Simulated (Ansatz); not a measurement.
# C₁₂H₁₂Sn: up Jacob's ladder to CCSD(T)

The task here is to estimate one member of a computed series from the others.

Method: functionals in def2-TZVPP, the program's frozen cores in correlated methods; program: Ansatz 0.2.0, Gaussian basis.

Plan: LDA (SPW92), PBE-D4, revPBE-D4, BLYP-D4, r2SCAN-D4, B97M-V, PBE0-D4, B3LYP-D4, r2SCANh-D4, r2SCAN0-D4, HSE06-D4, BHLYP-D4, CAM-B3LYP-D4, LC-ωPBE, ωB97X-V, ωB97M-V, B2PLYP, PBE-QIDH; CCSD(T)/def2-SVP; CCSD(T)/def2-TZVPP; MP2/def2-QZVPP; extrapolation to the limit; RPA on PBE.

**Structure used throughout**

An earlier PBE0-D4 in a triple-zeta def2 set relaxation fixed the geometry. Sn takes the def2 core potential; no spin-orbit term is included.

SMILES `c1cc[c]([SnH2][c]2ccccc2)cc1`, 25 atoms, charge 0, spin multiplicity 1.

Atoms are counted from 1 here; the program's logs count them from 0.

Bond lengths: C1–C2 1.387 Å, C1–C13 1.387 Å, C1–H14 1.084 Å, C2–C3 1.388 Å, C2–H15 1.084 Å, C3–C4 1.394 Å, C3–H16 1.086 Å, C4–Sn5 2.132 Å, C4–C12 1.393 Å, Sn5–C6 2.132 Å, Sn5–H17 1.712 Å, Sn5–H18 1.712 Å, C6–C7 1.394 Å, C6–C11 1.393 Å, C7–C8 1.388 Å, C7–H19 1.086 Å, C8–C9 1.387 Å, C8–H20 1.084 Å and more. Angles: C2–C1–C13 119.8°, C2–C1–H14 120.1°, C13–C1–H14 120.1°, C1–C2–C3 120.0°, C1–C2–H15 120.1°, C3–C2–H15 119.9°, C2–C3–C4 120.8°, C2–C3–H16 119.0°, C4–C3–H16 120.2°, C3–C4–Sn5 120.2°, C3–C4–C12 118.6°, Sn5–C4–C12 121.2°, C4–Sn5–C6 107.4°, C4–Sn5–H17 108.0°, C4–Sn5–H18 112.3°, C6–Sn5–H17 112.3°, C6–Sn5–H18 108.0°, H17–Sn5–H18 109.0° and more.

Set-up of the first run:

in.yaml

```yaml
crystal:
  periodic: [false, false, false]
  atoms:
    - {symbol: C, position_ang: [-3.925391, -0.756389, 0.871082]}
    - {symbol: C, position_ang: [-2.780869, -0.460827, 1.596832]}
    - {symbol: C, position_ang: [-1.529374, -0.655808, 1.030116]}
    - {symbol: C, position_ang: [-1.403257, -1.149365, -0.267379]}
    - {symbol: Sn, position_ang: [0.527734, -1.430676, -1.124973]}
    - {symbol: C, position_ang: [1.752331, 0.192071, -0.483906]}
    - {symbol: C, position_ang: [1.204775, 1.464936, -0.332998]}
    - {symbol: C, position_ang: [1.988817, 2.529205, 0.089198]}
    - {symbol: C, position_ang: [3.333361, 2.333264, 0.367651]}
    - {symbol: C, position_ang: [3.890264, 1.071153, 0.225803]}
    - {symbol: C, position_ang: [3.103052, 0.008598, -0.195763]}
    - {symbol: C, position_ang: [-2.561290, -1.437317, -0.986522]}
    - {symbol: C, position_ang: [-3.814644, -1.244199, -0.422285]}
    - {symbol: H, position_ang: [-4.903771, -0.603781, 1.312609]}
    - {symbol: H, position_ang: [-2.862139, -0.076045, 2.607468]}
    - {symbol: H, position_ang: [-0.644722, -0.411015, 1.610310]}
    - {symbol: H, position_ang: [0.348566, -1.474605, -2.826855]}
    - {symbol: H, position_ang: [1.262207, -2.886996, -0.605266]}
    - {symbol: H, position_ang: [0.152110, 1.634874, -0.538496]}
    - {symbol: H, position_ang: [1.547871, 3.513561, 0.201945]}
    - {symbol: H, position_ang: [3.946866, 3.163833, 0.698157]}
    - {symbol: H, position_ang: [4.940108, 0.912140, 0.446384]}
    - {symbol: H, position_ang: [3.554596, -0.973909, -0.294698]}
    - {symbol: H, position_ang: [-2.493897, -1.813886, -2.002685]}
    - {symbol: H, position_ang: [-4.706503, -1.472917, -0.995327]}
basis:
  gaussian: {orbitals: def2-TZVPP}
hamiltonian: {xc: lda}
output: {orbitals: {seedname: orbitals}}
```

Launch:

```console
ansatz run in.yaml --threads 11 --pin off --events-out ev --progress --plain --max-ram 166912MiB --backend cuda --devices 0, --max-vram 75GiB
```

Among the steps run: LDA; PBE-D4 (GGA); revPBE-D4 (GGA); BLYP-D4 (GGA); r2SCAN-D4 (meta-GGA); B97M-V (meta-GGA); PBE0-D4 (hybrid); B3LYP-D4 (hybrid); r2SCANh-D4 (hybrid); r2SCAN0-D4 (hybrid); HSE06-D4 (hybrid); BHLYP-D4 (hybrid); CAM-B3LYP-D4 (range-separated); LC-ωPBE (range-separated); ωB97X-V (range-separated); ωB97M-V (range-separated); B2PLYP (double hybrid); PBE-QIDH (double hybrid).

One table of the session follows, with a row left open; its other results are not shown here.

It belongs to the step «Orbital energies across the functionals». 

| functional | HOMO (eV) | gap (eV) |
| --- | --- | --- |
| LDA (SPW92) | -6.44 | 4.75 |
| PBE-D4 | -6.26 | 4.80 |
| revPBE-D4 | -6.19 | 4.82 |
| BLYP-D4 | -6.07 | 4.78 |
| r2SCAN-D4 | -6.44 | 5.14 |
| B97M-V | -6.42 | 5.16 |
| PBE0-D4 | ? | ? |
| B3LYP-D4 | -7.01 | 6.24 |
| r2SCANh-D4 | -6.81 | 5.83 |
| r2SCAN0-D4 | -7.36 | 6.85 |
| HSE06-D4 | -6.84 | 5.88 |
| BHLYP-D4 | -8.00 | 8.40 |
| CAM-B3LYP-D4 | -8.41 | 8.88 |
| LC-ωPBE | -9.71 | 11.17 |
| ωB97X-V | -9.37 | 10.79 |
| ωB97M-V | -9.29 | 10.59 |

Q: Estimate the row for PBE0-D4 from the others.

As computed: HOMO (eV): -7.23; gap (eV): 6.64. In the column «HOMO (eV)» it lies between r2SCAN0-D4 (-7.36) and B3LYP-D4 (-7.01).
